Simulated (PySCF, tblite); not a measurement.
# C3H10OSi2+ (doublet): geometry, infrared bands and EPR parameters

Wanted: the infrared bands and EPR parameters of C3H10OSi2+ (doublet) (`C[SiH2]CC(=[O+])[SiH3]`), by calculation.

Programs: tblite 0.8.0 and PySCF 2.14.0, with density-fitted response routines of our own. Each step states its level of theory. These are calculated values for one molecule in the gas phase, unless marked as measured. Atoms are numbered from 0 throughout.

## (1) The molecule as given

16 atoms, charge 1, multiplicity 2; geometry from: force field or distance geometry start.

Bonds of the start (Å): C0–Si1 1.86, Si1–C2 1.85, C2–C3 1.50, C3–O4 1.24, C3–Si5 1.89, C0–H6 1.09, C0–H7 1.10, C0–H8 1.09, Si1–H9 1.47, Si1–H10 1.48, C2–H11 1.10, C2–H12 1.09, Si5–H13 1.49, Si5–H14 1.49, Si5–H15 1.49.

## (2) Optimising the geometry with GFN2-xTB

Job settings and geometry (Å):

```
{"job": {"kind": "relax", "xc": "GFN2-xTB", "basis": "xTB"}, "charge": 1, "multiplicity": 2}
C      2.474700    -0.349600     0.629300
Si     1.263400     0.481500    -0.519100
C     -0.300100    -0.487800    -0.712500
C     -1.101700    -0.640500     0.546800
O     -0.835500    -1.484800     1.420600
Si    -2.561900     0.507300     0.896500
H      3.390900     0.236100     0.711900
H      2.054100    -0.450200     1.639900
H      2.736500    -1.348600     0.271200
H      1.891800     0.659800    -1.838000
H      0.926700     1.828000     0.000700
H     -0.939800    -0.018400    -1.480800
H     -0.091600    -1.489000    -1.080900
H     -2.373200     1.274000     2.159700
H     -2.689100     1.516600    -0.195100
H     -3.852900    -0.225500     0.974500
```

Started as:

```console
OMP_NUM_THREADS=1 python probes_run.py task.json out
```

The driver reads the jobs from task.json and runs them one after another.

Output:

```text
step      E/eV     max force
  0    -504.29557    5.107
  1    -504.66942    5.713
  2    -504.95385    0.919
  3    -505.00717    0.689
  4    -505.07273    0.392
  5    -505.09719    0.389
  6    -505.11251    0.351
  7    -505.12483    0.240
  8    -505.13492    0.224
  9    -505.14234    0.211
 10    -505.15030    0.279
 11    -505.15778    0.297
 12    -505.16373    0.201
 13    -505.16766    0.145
 14    -505.17011    0.107
 15    -505.17168    0.123
 16    -505.17277    0.120
 17    -505.17388    0.100
 18    -505.17533    0.108
 19    -505.17700    0.102
 20    -505.17837    0.097
 21    -505.17923    0.083
 22    -505.17992    0.074
 23    -505.18075    0.075
 24    -505.18167    0.082
 25    -505.18251    0.088
 26    -505.18326    0.080
 27    -505.18409    0.087
 28    -505.18524    0.102
 29    -505.18649    0.088
 30    -505.18731    0.057
 31    -505.18771    0.048
 32    -505.18801    0.051
 33    -505.18834    0.054
 34    -505.18878    0.068
 35    -505.18931    0.098
 36    -505.18989    0.097
 37    -505.19043    0.066
 38    -505.19087    0.058
 39    -505.19120    0.045
 40    -505.19147    0.038
 41    -505.19172    0.040
 42    -505.19197    0.046
 43    -505.19223    0.039
 44    -505.19251    0.033
 45    -505.19278    0.036
 46    -505.19297    0.036
 47    -505.19308    0.026
 48    -505.19317    0.027
 49    -505.19327    0.031
 50    -505.19343    0.052
 51    -505.19369    0.073
 52    -505.19399    0.068
 53    -505.19423    0.035
 54    -505.19440    0.032
 55    -505.19455    0.055
 56    -505.19476    0.070
 57    -505.19507    0.104
 58    -505.19537    0.060
 59    -505.19559    0.060
 60    -505.19572    0.037
 61    -505.19584    0.059
 62    -505.19604    0.071
 63    -505.19627    0.070
 64    -505.19652    0.057
 65    -505.19683    0.048
 66    -505.19729    0.078
 67    -505.19797    0.093
 68    -505.19876    0.085
 69    -505.19940    0.077
 70    -505.19992    0.063
 71    -505.20043    0.059
 72    -505.20076    0.144
 73    -505.20113    0.090
 74    -505.20143    0.039
 75    -505.20194    0.065
 76    -505.20259    0.104
 77    -505.20354    0.085
 78    -505.20427    0.068
 79    -505.20480    0.030
 80    -505.20491    0.031
 81    -505.20497    0.027
 82    -505.20507    0.029
 83    -505.20535    0.031
 84    -505.20546    0.022
 85    -505.20553    0.019
 86    -505.20557    0.037
 87    -505.20562    0.023
 88    -505.20568    0.018
 89    -505.20573    0.019
 90    -505.20579    0.026
 91    -505.20585    0.035
 92    -505.20597    0.037
 93    -505.20618    0.038
 94    -505.20649    0.037
 95    -505.20681    0.037
 96    -505.20703    0.034
 97    -505.20717    0.034
 98    -505.20735    0.041
 99    -505.20770    0.059
100    -505.20816    0.088
101    -505.20869    0.098
102    -505.20941    0.083
103    -505.20986    0.057
104    -505.21007    0.049
105    -505.21057    0.037
106    -505.21092    0.038
107    -505.21126    0.055
108    -505.21153    0.035
109    -505.21161    0.064
110    -505.21204    0.079
111    -505.21238    0.039
112    -505.21298    0.059
113    -505.21315    0.040
114    -505.21325    0.024
115    -505.21332    0.021
116    -505.21339    0.049
117    -505.21349    0.058
118    -505.21361    0.065
119    -505.21379    0.056
120    -505.21390    0.029
121    -505.21397    0.022
122    -505.21404    0.019
123    -505.21411    0.022
124    -505.21418    0.034
125    -505.21427    0.034
126    -505.21436    0.027
127    -505.21446    0.023
128    -505.21453    0.018
129    -505.21457    0.017
130    -505.21460    0.015
131    -505.21463    0.015
132    -505.21466    0.015
133    -505.21469    0.012
134    -505.21471    0.011
135    -505.21472    0.008
```

It took 0.68 s on 1 thread of Arm Neoverse V2, shared host.

Along the way: (not every step is listed)

```
step  energy from step 0 (eV)  largest force (eV/Å)
   0                   0.0000                5.1075
   1                  -0.3739                5.7134
   2                  -0.6583                0.9194
   3                  -0.7116                0.6886
   4                  -0.7772                0.3916
   5                  -0.8016                0.3891
   6                  -0.8169                0.3514
   7                  -0.8293                0.2396
   8                  -0.8394                0.2236
  20                  -0.8828                0.0971
  32                  -0.8924                0.0508
  44                  -0.8969                0.0331
  56                  -0.8992                0.0703
  68                  -0.9032                0.0850
  80                  -0.9093                0.0307
  92                  -0.9104                0.0366
 104                  -0.9145                0.0494
 116                  -0.9178                0.0487
 128                  -0.9190                0.0183
 130                  -0.9190                0.0149
 131                  -0.9191                0.0153
 132                  -0.9191                0.0149
 133                  -0.9191                0.0117
 134                  -0.9191                0.0109
 135                  -0.9192                0.0083
```

Distances of close pairs at the start and the end, largest changes first:

```
   bond  before (Å)  after (Å)  change (Å)
 C3–Si5       1.890      2.105      +0.215
 Si1–C2       1.850      2.024      +0.174
  C2–C3       1.501      1.417      -0.084
  C3–O4       1.244      1.183      -0.061
Si5–H13       1.490      1.454      -0.036
Si5–H14       1.492      1.463      -0.030
Si5–H15       1.487      1.460      -0.027
 C2–H11       1.104      1.083      -0.021
```

The final coordinates are the input of the step that follows.

## (3) Infrared spectrum with GFN2-xTB

Job settings and geometry (Å):

```
{"job": {"kind": "ir", "xc": "GFN2-xTB", "basis": "xTB"}, "charge": 1, "multiplicity": 2}
C      2.527447    -0.456927     0.526348
Si     1.367846     0.541230    -0.570190
C     -0.386442    -0.467195    -0.549909
C     -0.916261    -0.367543     0.760543
O     -0.551992    -0.671086     1.843863
Si    -2.798886     0.570063     0.841712
H      3.471927     0.063530     0.665980
H      2.105738    -0.627288     1.516487
H      2.757574    -1.429750     0.093287
H      1.622869     0.516871    -2.008047
H      1.012540     1.867295    -0.065786
H     -1.024891    -0.081076    -1.335448
H     -0.125176    -1.504110    -0.761193
H     -3.018325     0.755588     2.266539
H     -2.478836     1.756836     0.049114
H     -3.572732    -0.457495     0.151482
```

Output:

```text
mode    cm-1     km/mol
  1      34.7      2.39
  2      54.2      0.53
  3      69.2      0.16
  4     111.1      0.88
  5     129.0      0.05
  6     167.3      5.02
  7     213.6      2.15
  8     293.7     29.65
  9     395.0     19.12
 10     427.2     34.03
 11     449.4     13.49
 12     484.2      7.80
 13     489.8    191.88
 14     544.1      3.51
 15     600.4     17.33
 16     655.0    115.45
 17     702.8    157.88
 18     712.0    127.48
 19     717.5      1.25
 20     737.5    144.77
 21     744.4    190.80
 22     791.3    172.68
 23     820.7     88.52
 24     825.1    195.72
 25     997.4     53.29
 26    1071.5      5.09
 27    1105.7     85.73
 28    1361.4     45.06
 29    1398.1     20.42
 30    1427.0      3.09
 31    1436.7      7.20
 32    1853.1    354.26
 33    2287.2    206.36
 34    2294.2    112.00
 35    2298.8     95.91
 36    2322.0    173.46
 37    2382.7    127.64
 38    2975.7      9.95
 39    3008.7     14.16
 40    3010.3      4.78
 41    3037.0      4.19
 42    3047.3      1.46
```

Run time: 0.43 s. Hardware: 1 thread of Arm Neoverse V2, shared host.

Which atoms move in the most intense modes:

```
cm⁻¹  km/mol                                  atoms
 490   191.9            C2 38 %, Si1 21 %, H14 12 %
 703   157.9                     H15 55 %, H14 37 %
 744   190.8  H14 18 %, H13 15 %, H9 14 %, H10 13 %
 791   172.7                      C0 36 %, Si1 35 %
 825   195.7     H6 38 %, H8 15 %, C0 15 %, H7 10 %
1853   354.3                       C3 61 %, O4 37 %
2287   206.4                               H10 92 %
2322   173.5                               H15 88 %
```

## (4) g tensor and hyperfine couplings: B3LYP/pcH-1

Same as in step 3 but for these lines:

```diff
@@ -1,2 +1,2 @@
-{"job": {"kind": "ir", "xc": "GFN2-xTB", "basis": "xTB"}, "charge": 1, "multiplicity": 2}
+{"job": {"kind": "epr", "basis": "pcH-1"}, "charge": 1, "multiplicity": 2}
 C      2.527447    -0.456927     0.526348
```

Level: UKS B3LYP, pcH-1 on C H O Si, non-relativistic, mean-field spin-orbit, GIAO.

Output:

```text
UKS, coarse grid
  cycle   1  E = -774.12672605  |g| = 5.86e-01
  cycle   2  E = -773.51532624  |g| = 1.37e+00
  cycle   3  E = -774.25073237  |g| = 2.07e-01
  cycle   4  E = -774.26840705  |g| = 7.75e-02
  cycle   5  E = -774.27108430  |g| = 2.05e-02
  cycle   6  E = -774.27125972  |g| = 9.84e-03
  cycle   7  E = -774.27131825  |g| = 4.02e-03
  cycle   8  E = -774.27132990  |g| = 1.14e-03
  cycle   9  E = -774.27133267  |g| = 3.40e-04
UKS, final grid
  cycle   1  E = -774.27130798  |g| = 3.36e-04
  cycle   2  E = -774.27130798  |g| = 4.04e-04
  cycle   3  E = -774.27130806  |g| = 9.87e-05
  cycle   4  E = -774.27130806  |g| = 6.08e-05
  cycle   5  E = -774.27130807  |g| = 3.33e-05
  cycle   6  E = -774.27130807  |g| = 4.41e-06
E = -774.27130807 Eh   <S^2> = 0.7537 (exact 0.7500)
g shifts (ppm)      1          2          3
  rmc          -254       -254       -254
  gc             27         11         -5
  oz_so       -1308        733       4140
  total       -1534        491       3881
hyperfine (MHz)  atom isotope    a_iso     a_fc   dipolar eigenvalues
    0   13C       2.99       2.98     -1.06     -0.97      2.02
    1  29Si       4.43       4.44     -5.15      2.51      2.64
    2   13C      50.97      51.03    -15.96    -13.75     29.72
    3   13C     -31.54     -31.41    -25.72    -11.16     36.88
    4   17O     -39.61     -39.59   -158.70     74.88     83.82
    5  29Si     -55.94     -56.11    -70.43     34.73     35.70
    6    1H       9.54       9.54     -1.00     -0.81      1.81
    7    1H       4.05       4.05     -3.24     -1.19      4.42
    8    1H      -0.38      -0.38     -1.17     -1.01      2.18
    9    1H      14.00      14.00     -1.36     -0.44      1.81
   10    1H      -1.20      -1.20     -1.67     -1.25      2.92
   11    1H      -2.49      -2.47     -8.18     -3.80     11.98
   12    1H      11.12      11.11     -7.30     -0.62      7.91
   13    1H      -1.85      -1.85     -5.54     -1.05      6.59
   14    1H      35.13      35.12     -5.16      0.06      5.10
   15    1H      21.05      21.04     -4.99     -0.43      5.42
```

Run time: 68 s. Hardware: 1 thread of Arm Neoverse V2, shared host; peak memory 0.96 GiB.

Principal g values 2.00079, 2.00281, 2.00620; g(iso) = 2.00327, against 2.00232 for a free electron.

Hyperfine couplings; where a row names several nuclei, a(iso) is their mean (it holds for fast rotation or exchange) and the dipolar term the largest among them:

```
       nuclei  isotope  a(iso) (MHz)  a(iso) (G, at g = 2.0023)  largest dipolar term (MHz)
          Si5     29Si         -55.9                      -20.0                       -70.4
           C2      13C          51.0                       18.2                        29.7
           O4      17O         -39.6                      -14.1                      -158.7
           C3      13C         -31.5                      -11.3                        36.9
H13, H14, H15       1H          18.1                        6.5                         6.6
      H9, H10       1H           6.4                        2.3                         2.9
          Si1     29Si           4.4                        1.6                        -5.1
   H6, H7, H8       1H           4.4                        1.6                         4.4
     H11, H12       1H           4.3                        1.5                        12.0
           C0      13C           3.0                        1.1                         2.0
```

Mulliken spin populations:

C0 0.00; Si1 0.01; C2 0.10; C3 0.14; O4 0.48; Si5 0.22; H6 0.00; H7 0.00; H8 0.00; H9 0.01; H10 0.00; H11 0.00; H12 0.01; H13 0.00; H14 0.02; H15 0.01

In first order the couplings over 0.8 MHz of 1H give 144 distinct lines over 31.7 G, if the averaged nuclei exchange fast; the same motion can average rows kept apart here too.

The fields below are evaluated on a grid from the run's orbitals.

ELF in a plane through or near 5 of the atoms.

Values, 10 rows by 14 columns:
```
0.00 0.00 0.00 0.00 0.00 0.00 0.00 0.00 0.00 0.00 0.00 0.00 0.00 0.00
0.00 0.00 0.00 0.00 0.00 0.00 0.00 0.00 0.00 0.00 0.00 0.00 0.00 0.00
0.00 0.00 0.00 0.01 0.23 0.15 0.01 0.24 0.25 0.00 0.34 0.39 0.01 0.00
0.00 0.00 0.06 0.18 0.96 0.97 0.04 0.81 0.74 0.02 0.99 1.00 0.32 0.00
0.00 0.01 0.73 0.94 0.59 0.66 0.01 0.51 0.56 0.38 0.50 0.91 0.15 0.00
0.00 0.00 0.33 0.69 0.86 0.50 0.36 0.45 0.58 0.44 0.81 0.22 0.07 0.00
0.00 0.00 0.00 0.03 0.39 0.62 0.24 0.53 0.15 0.26 0.71 0.21 0.02 0.00
0.00 0.00 0.00 0.12 1.00 1.00 0.35 0.09 0.44 0.01 0.12 0.01 0.00 0.00
0.00 0.00 0.00 0.07 0.99 1.00 0.21 0.00 0.00 0.00 0.00 0.00 0.00 0.00
0.00 0.00 0.00 0.00 0.01 0.01 0.00 0.00 0.00 0.00 0.00 0.00 0.00 0.00
```
The map spans 12.1 Å across and 9.5 Å up, centred on the molecule. Atoms in the plane (x, y in Å): C0 (-2.5, 0.6), Si1 (-1.4, -0.8), Si5 (2.9, 0.2), H7 (-2.0, 1.6), H9 (-1.8, -2.1).

log10 of the density (e/Å³) in the same plane.

Values, 10 rows by 14 columns:
```
-4.0 -4.0 -4.0 -4.0 -4.0 -4.0 -4.0 -4.0 -4.0 -4.0 -4.0 -4.0 -4.0 -4.0
-4.0 -4.0 -4.0 -4.0 -4.0 -4.0 -4.0 -3.9 -4.0 -4.0 -3.8 -3.9 -4.0 -4.0
-4.0 -4.0 -3.7 -2.8 -2.2 -2.3 -2.4 -1.5 -1.6 -2.4 -2.3 -2.4 -3.1 -4.0
-4.0 -3.6 -2.3 -1.4 -0.5 -0.8 -1.5 -0.2 -0.2 -1.4 -0.7 -1.0 -2.3 -3.5
-4.0 -3.0 -1.4 -0.1  0.2 -0.5 -1.4 -0.5 -0.2 -0.6 -0.2 -0.6 -2.0 -3.3
-4.0 -3.2 -1.7 -0.6  0.0 -0.2 -0.6 -0.5 -0.4 -0.5  1.5 -0.8 -2.0 -3.3
-4.0 -4.0 -2.8 -1.8 -0.6  1.1 -0.4 -0.6 -1.1 -1.1 -0.7 -1.4 -2.5 -3.7
-4.0 -4.0 -3.5 -2.3 -0.5  0.0 -1.0 -1.5 -1.6 -2.2 -2.1 -2.6 -3.4 -4.0
-4.0 -4.0 -4.0 -2.8 -1.6 -1.3 -2.1 -2.9 -3.1 -3.5 -3.5 -3.9 -4.0 -4.0
-4.0 -4.0 -4.0 -3.9 -3.1 -3.0 -3.4 -4.0 -4.0 -4.0 -4.0 -4.0 -4.0 -4.0
```
The map spans 12.1 Å across and 9.5 Å up, centred on the molecule. Atoms in the plane (x, y in Å): C0 (-2.5, 0.6), Si1 (-1.4, -0.8), Si5 (2.9, 0.2), H7 (-2.0, 1.6), H9 (-1.8, -2.1).

On the surface of density 0.002 e/bohr³ the electrostatic potential runs, from the 1st to the 99th percentile, from 3.19 V near O4 to 6.09 V near Si5.

The spin density lies nearest to O4 42 %; C3 19 %; Si5 14 %; C2 10 %.

## (5) Results

| quantity | value |
| --- | --- |
| strongest single infrared mode (GFN2-xTB) | 1853 cm⁻¹, 354 km/mol |
| zero-point energy (GFN2-xTB) | 69.3 kcal/mol |
| g(iso) (B3LYP) | 2.00327 |
| ⟨S²⟩ | 0.754 (exact 0.75) |
| largest a(iso) (averaged by class) | 29Si on Si5, -55.9 MHz |

**Reading.** Over 135 steps the energy fell by 0.919 eV; of the close pairs, C3–Si5 changed most, 1.890 to 2.105 Å. No mode is imaginary among the 42: a minimum at this level. The strongest single mode, at 1853 cm⁻¹, moves mainly C3 and O4. Unscaled tight-binding wavenumbers are off by several per cent, some by more. Its intensities can rank the bands wrongly. The largest share of the spin, 0.48 e, sits on O4. The isotropic g lies 0.9 ppt above the free-electron value. These values are for one conformer; the search (at its own cheap level) found 2 more, at 0.08, 0.39 kcal/mol, and measured spectra average over such forms.
